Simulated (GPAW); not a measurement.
# GeSb2Te4 (I-4m2) in GPAW: single point with PBE

Aim: the single point of GeSb2Te4 with PBE.

Everything below comes from runs of GPAW 26.7.0. Logs are shortened: lines on timing, memory, paths and dates and some standing lists are left out, and cuts for length are marked. The log counts tension as positive stress, the text compression.

## Step 1: The structure

It takes space group I-4m2 (No. 119, tetragonal). Conventional cell: a = 6.119 Å, b = 6.119 Å, c = 12.103 Å, α = 90.00°, β = 90.00°, γ = 90.00°. Te (site symmetry 2mm) has 1 Ge at 3.00 Å and 3 Sb at 3.05 to 3.06 Å as nearest neighbours. Around Te (site symmetry 2mm) lie 3 Sb at 3.05 to 3.06 Å and 2 Ge at 3.06 Å. Around Sb (site symmetry -4m2) lie 6 Te at 3.05 to 3.06 Å. Sb (site symmetry -4m2) has 6 Te at 3.05 to 3.06 Å as nearest neighbours. Ge (site symmetry -4m2) has 6 Te at 3.00 to 3.06 Å as nearest neighbours.

The cell comes from a database or a generator and needn't be the stable form of this composition.

## Step 2: Single point, PBE

Contents of run.py:

```python
from ase import Atoms
from ase.dft.bandgap import bandgap
from ase.io import write
from ase.units import GPa
from gpaw import GPAW, PW

atoms = Atoms(['Te', 'Te', 'Te', 'Te', 'Sb', 'Sb', 'Ge'],
              cell=[[-3.059575, 3.059575, 6.051415],
                    [3.059575, -3.059575, 6.051415],
                    [3.059575, 3.059575, -6.051415]],
              scaled_positions=[[0.751838, 0.751838, 0.0],
                                [0.99838, 0.49838, 0.5],
                                [0.248162, 0.248162, 0.0],
                                [0.50162, 0.00162, 0.5],
                                [0.25, 0.75, 0.5],
                                [0.5, 0.5, 0.0],
                                [0.0, 0.0, 0.0]],
              pbc=True)

calc = GPAW(mode=PW(450),
            xc='PBE',
            kpts={'size': (5, 5, 5), 'gamma': True},
            occupations={'name': 'fermi-dirac', 'width': 0.05},
            nbands=48,
            maxiter=120,
            txt='gpaw.txt')
atoms.calc = calc
energy = atoms.get_potential_energy()
forces = atoms.get_forces()
stress = atoms.get_stress()
calc.write('gs.gpw')
write('result.traj', atoms)
print(f'Energy: {energy:.6f} eV')
print('Forces (eV/A):')
print(forces.round(4))
print('Stress (GPa):', (stress / GPa).round(3))
print('Fermi level:', round(calc.get_fermi_level(), 4), 'eV')
print(f'Gap: {bandgap(calc)[0]:.4f} eV, direct: {bandgap(calc, direct=True)[0]:.4f} eV')
```

Potentials or basis: GPAW PAW data sets (gpaw-data 1.2.1), pw.

Command:

```
$ OMP_NUM_THREADS=1 python run.py
```

gpaw.txt:

```text
__  _  _
 | _ |_)|_||  |
 |__||  | ||/\| - 26.7.0

Input parameters:
  mode=PW(ecut=450.00000000000006),
  kpts=MonkhorstPack(size=(5, 5, 5), gamma=True),
  maxiter=120,
  nbands=48,
  occupations=Occupations(name='fermi-dirac', width=0.05),
  xc=XC(name='PBE')

Diagonalizing LCAO Hamiltonian
Converting LCAO to pw mode

       Te

         Te

       Sb

       Te     Sb

         Te
       Ge

Atoms  # Å, Bohr magnetons
|   | symbol |         x |        y |        z |    initial magnetic moments |
|---|--------|-----------|----------|----------|-----------------------------|
| 0 |     Te | -0.000000 | 0.000000 | 9.099368 | ( 0.0000,  0.0000,  0.0000) |
| 1 |     Te | -0.000000 | 3.059575 | 6.031808 | ( 0.0000,  0.0000,  0.0000) |
| 2 |     Te | -0.000000 | 0.000000 | 3.003462 | ( 0.0000,  0.0000,  0.0000) |
| 3 |     Te |  0.000000 | 3.059575 | 0.019607 | ( 0.0000,  0.0000,  0.0000) |
| 4 |     Sb |  3.059575 | 0.000000 | 3.025708 | ( 0.0000,  0.0000,  0.0000) |
| 5 |     Sb |  0.000000 | 0.000000 | 6.051415 | ( 0.0000,  0.0000,  0.0000) |
| 6 |     Ge |  0.000000 | 0.000000 | 0.000000 | ( 0.0000,  0.0000,  0.0000) |

Unit cell  # Å
| periodic |         x |         y |         z |  lengths |     angles |
|----------|-----------|-----------|-----------|----------|------------|
|      yes | -3.059575 |  3.059575 |  6.051415 | 7.439195 | 131.429754 |
|      yes |  3.059575 | -3.059575 |  6.051415 | 7.439195 | 131.429754 |
|      yes |  3.059575 |  3.059575 | -6.051415 | 7.439195 |  71.131174 |

Number of symmetries: 8
Symmetry operations  # r_c * U_cc + t_c -> r_c
|   | kind |            matrix            |
|---|------|------------------------------|
| 0 |  σ   |  1, 1, 1,  0, 0,-1,  0,-1, 0 |
| 1 |  E   |  1, 0, 0,  0, 1, 0,  0, 0, 1 |
| 2 |  C2  |  0, 1, 0,  1, 0, 0, -1,-1,-1 |
| 3 |  S4  |  0, 0, 1, -1,-1,-1,  0, 1, 0 |
| 4 |  σ   |  0, 0,-1,  1, 1, 1, -1, 0, 0 |
| 5 |  C2  |  0,-1, 0, -1, 0, 0,  0, 0,-1 |
| 6 |  C2  | -1, 0, 0,  0,-1, 0,  1, 1, 1 |
| 7 |  S4  | -1,-1,-1,  0, 0, 1,  1, 0, 0 |

BZ-sampling:
  Number of BZ points: 125
  Number of IBZ points: 18

  Monkhorst-Pack size: [5, 5, 5]
  Monkhorst-Pack shift: [0, 0, 0]

K-points  # in reciprocal-cell coordinates
|     |                                coordinates |     weight |
|-----|--------------------------------------------|------------|
|   0 | (  0.00000000,   0.00000000,   0.00000000) | 0.00800000 |
|   1 | (  0.20000000,  -0.20000000,   0.00000000) | 0.03200000 |
|   2 | (  0.20000000,  -0.20000000,   0.20000000) | 0.03200000 |
|   3 | (  0.20000000,   0.00000000,   0.00000000) | 0.06400000 |
|   4 | (  0.20000000,   0.20000000,  -0.20000000) | 0.01600000 |
|   5 | (  0.40000000,  -0.40000000,   0.00000000) | 0.03200000 |
|   6 | (  0.40000000,  -0.40000000,   0.20000000) | 0.06400000 |
|   7 | (  0.40000000,  -0.40000000,   0.40000000) | 0.03200000 |
|   8 | (  0.40000000,  -0.20000000,   0.00000000) | 0.12800000 |
|   9 | (  0.40000000,  -0.20000000,   0.20000000) | 0.06400000 |
| ... |                                            |            |
|  17 | (  0.40000000,   0.40000000,   0.40000000) | 0.06400000 |

Plane wave coefficients: 4935
Cutoff: 450.00000000000006 eV

Spin-components: 1 (collinear spins)
Bands:           48
Projectors:      37
Spin-degeneracy: 2
Datatype:        complex128

Parallelization:
  kpt:    1
  domain: 1
  band:   1

Density:
  Valence electrons: 58.0
  Components: 1
  Grid points: [40 40 40]
  Charge: 0.0  # |e|

Potential:
  Grid points: [40 40 40]

species:
  Te:
    name:    Tellurium
    Z:       52.0
    valence: 6
    core:    46
    charge:  0.0  # [|e|]
    compensation charges:
      type: gauss
      rc: 0.36  # [Å]
      lmax: 2
    cutoffs:
      filter: 2.09  # [Å]
      core: 3.17  # [Å]
    projectors
    | kind |    occ | energy [eV] | rcut [Å] |
    |------|--------|-------------|----------|
    |   5s |  2.000 |     -15.089 |    1.180 |
    |   5p |  4.000 |      -5.955 |    1.196 |
    |    s |        |      12.123 |    1.180 |
    |    p |        |      21.256 |    1.196 |
    |    d |        |       0.000 |    1.238 |

    Using partial waves for Te as LCAO basis

  Sb:
    name:    Antimony
    Z:       51.0
    valence: 15
    core:    36
    charge:  0.0  # [|e|]
    compensation charges:
      type: gauss
      rc: 0.36  # [Å]
      lmax: 2
    cutoffs:
      filter: 2.23  # [Å]
      core: 2.23  # [Å]
    projectors
    | kind |    occ | energy [eV] | rcut [Å] |
    |------|--------|-------------|----------|
    |   5s |  2.000 |     -12.815 |    1.154 |
    |   5p |  3.000 |      -4.830 |    1.233 |
    |   4d | 10.000 |     -33.514 |    1.196 |
    |    s |        |      14.396 |    1.154 |
    |    p |        |      22.381 |    1.233 |
    |    d |        |      -6.303 |    1.196 |

    Using partial waves for Sb as LCAO basis

  Ge:
    name:    Germanium
    Z:       32.0
    valence: 4
    core:    28
    charge:  0.0  # [|e|]
    compensation charges:
      type: gauss
      rc: 0.32  # [Å]
      lmax: 2
    cutoffs:
      filter: 1.77  # [Å]
      core: 3.42  # [Å]
    projectors
    | kind |    occ | energy [eV] | rcut [Å] |
    |------|--------|-------------|----------|
    |   4s |  2.000 |     -11.726 |    1.005 |
    |   4p |  2.000 |      -3.896 |    1.005 |
    |    s |        |      15.485 |    1.005 |
    |    p |        |      23.315 |    1.005 |
    |    d |        |       0.000 |    1.005 |

    Using partial waves for Ge as LCAO basis

Reference energy: -1148823.488084  # eV

eigensolver:
  PPCG
  Converge bands: occupied
  niter=2

density mixing:
  MSR1-Mixer
  Pratt-step length: 0.05
  Maximum mixing coefficient: 0.75
  Old densities: 10
  SVD Regularization: 0.005
  Good broyden scale: 1.0
  Trust region scale: 1.0
  Backstep threshold: 4.0
  History deletion threshold: 6.0
  Fourier metric: weight=20.0, sigma=0.015

occupation numbers:
  Fermi-Dirac:
    width: 0.0500  # eV

poisson solver:
  ecut: 3600.0000000000005  # eV

xc functional:
  name: PBE with 2 nearest neighbor stencil

convergence criteria:
- Maximum [total energy] change in last 3 cyles: 0.0005 eV / valence electron
- Maximum integral of absolute [dens]ity change: 0.0001 electrons / valence electron
- Maximum integral of absolute [eigenst]ate change: 4e-08 eV^2 / valence electron
maximum number of iterations: 120

SCF iterations
|iter     | |      energy | eigst |  dens |
|---------|-|-------------|-------|-------|
|iter:   1| |  -26.288631 | +0.47 |       |
|iter:   2| |  -26.324409 | -1.15 | -1.32 |
|iter:   3| |  -26.095798 | -2.25 | -1.38 |
|iter:   4| |  -26.091405 | -2.90 | -1.77 |
|iter:   5| |  -26.092080c| -4.01 | -2.18 |
|iter:   6| |  -26.092551c| -4.37 | -2.51 |
|iter:   7| |  -26.092443c| -5.52 | -3.38 |
|iter:   8| |  -26.092458c| -6.48 | -3.75 |
|iter:   9| |  -26.092468c| -7.19 | -4.10c|
|iter:  10| |  -26.092465c| -7.66c| -4.66c|

Converged in 10 steps
Energy contributions relative to reference atoms: (reference = -1148823.488084)

Energy contributions:
  Kinetic:          29.308172
  Coulomb:         -31.699445
  Zero:              0.966525
  External:          0.000000
  Xc:              -24.661457
  Entropy:          -0.012522
  Spinorbit:         0.000000
  ----------------------------
  Free energy:     -26.098726
  Extrapolated:    -26.092465

dipole moment: (-71.209963, -23.240836, 53.663197)  # |e|*Ang

Fermi level: 5.342
Eigenvalues  # (at kpt = [0.000, 0.000, 0.000])
| band index |      eig [eV] | occ [0-2] |
|------------|---------------|-----------|
|          0 |       -24.186 |     2.000 |
|        ... |               |           |
|         21 |         0.898 |     2.000 |
|         22 |         2.461 |     2.000 |
|         23 |         2.461 |     2.000 |
|         24 |         3.659 |     2.000 |
|         25 |         4.477 |     2.000 |
|         26 |         4.857 |     2.000 |
[... 8 lines left out ...]
|         35 |        10.467 |     0.000 |
|         36 |        10.576 |     0.000 |
|        ... |               |           |
|         47 |        13.012 |     0.000 |

Gap: 0.141 eV
Transition (v -> c):
  (s=0, k=5, n=28, [0.40, -0.40, 0.00]) -> (s=0, k=16, n=29, [0.40, 0.40, 0.20])
Direct/indirect transitions are different
Direct gap: 0.182 eV
Transition at: (s=0, k=16, n=28, [0.40, 0.40, 0.20])

Forces  # eV/Ang
|        x |        y |        z |
|----------|----------|----------|
|  0.00000 |  0.00000 |  0.11612 |  # Te   0
|  0.00000 | -0.00000 | -0.18920 |  # Te   1
| -0.00000 |  0.00000 | -0.11612 |  # Te   2
| -0.00000 |  0.00000 |  0.18920 |  # Te   3
|  0.00000 |  0.00000 | -0.00000 |  # Sb   4
|  0.00000 | -0.00000 |  0.00000 |  # Sb   5
| -0.00000 |  0.00000 |  0.00000 |  # Ge   6

Stress tensor  # eV/Ang^3
|        x |        y |         z |
|----------|----------|-----------|
| 0.004614 | 0.000000 |  0.000000 |
| 0.000000 | 0.004614 |  0.000000 |
| 0.000000 | 0.000000 | -0.002922 |

# Writing to gs.gpw (mode='')
```

Run time: 1.7 min. Hardware: 1 thread of Arm Neoverse V2, shared host; peak memory 0.32 GiB.

Results:

```yaml
Free_energy: -26.0987 eV
Pressure: -0.3 GPa
Largest_force: 0.189 eV/Å
Band_gap_on_the_k_mesh: 0.14 eV, indirect (least direct gap 0.18 eV)
```

Forces on the atoms (eV/Å):
```
Te   0.000  0.000  0.116
Te   0.000  0.000 -0.189
Te   0.000  0.000 -0.116
Te   0.000  0.000  0.189
Sb   0.000  0.000  0.000
Sb   0.000  0.000  0.000
Ge   0.000  0.000  0.000
```

Stress tensor (GPa, compression positive):
```
-0.74  0.00  0.00
 0.00 -0.74  0.00
 0.00  0.00  0.47
```

Caveat: the cutoff is short for stress and forces, so pressures can be off by a GPa or more; spin-orbit coupling is left out, which moves the levels of the heavy elements; an odd mesh through Γ misses points on the zone boundary, where band edges often lie.
